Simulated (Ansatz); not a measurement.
# Cl2GeH4: the cost of one run

All numbers below are computed with Ansatz 0.2.0 (RHF/def2-SVP).

## (1) The structure to begin with

Bond lengths: Ge1–Cl2 2.570 Å, Ge1–Cl3 2.220 Å, Ge1–H4 1.549 Å, Ge1–H5 1.549 Å. Angles: Cl2–Ge1–Cl3 109.5°, Cl2–Ge1–H4 109.5°, Cl2–Ge1–H5 109.5°, Cl3–Ge1–H4 109.5°, Cl3–Ge1–H5 109.5°, H4–Ge1–H5 109.5°.

Coordinates:

```xyz
7

Ge    0.0000    0.0000    0.0000
Cl    0.0000    0.0000    2.5700
Cl    2.0935    0.0000   -0.7393
H    -0.7300    1.2648   -0.5162
H    -0.7300   -1.2648   -0.5162
H     0.9702    1.4632    0.5833
H     0.8274    1.2477    1.5533
```

## (2) Pulling towards end A

Springs on the bonds that form and break draw the guess towards this end; the thresholds are loose.

input.yaml

```yaml
crystal:
  periodic: [false, false, false]
  atoms:
    - { symbol: Ge, position_ang: [0.0, 0.0, 0.0] }
    - { symbol: Cl, position_ang: [0.0, 0.0, 2.57] }
    - { symbol: Cl, position_ang: [2.0935, 0.0, -0.7393] }
    - { symbol: H, position_ang: [-0.73, 1.2648, -0.5162] }
    - { symbol: H, position_ang: [-0.73, -1.2648, -0.5162] }
    - { symbol: H, position_ang: [0.9702, 1.4632, 0.5833] }
    - { symbol: H, position_ang: [0.8274, 1.2477, 1.5533] }
basis:
  gaussian: { orbitals: def2-SVP }
hamiltonian:
  xc: hf
relax:
  f_tol: 0.15
  max_steps: 25
  restrain:
    - { distance: [0, 5], at: 2.75, k: 30.0 }
    - { distance: [6, 1], at: 2.57, k: 30.0 }
    - { distance: [0, 1], at: 2.22, k: 30.0 }
    - { distance: [6, 5], at: 0.66, k: 30.0 }
output:
  orbitals: {}
```

Command:

```
$ ansatz run input.yaml --threads 1 --pin off --max-ram 2048MiB --backend cpu --events-out ev --progress --plain --runs-dir out
```

What time and memory should one allow on 1 thread of Arm Neoverse V1, shared host?

About 20 s, with a peak of 0.17 GiB.
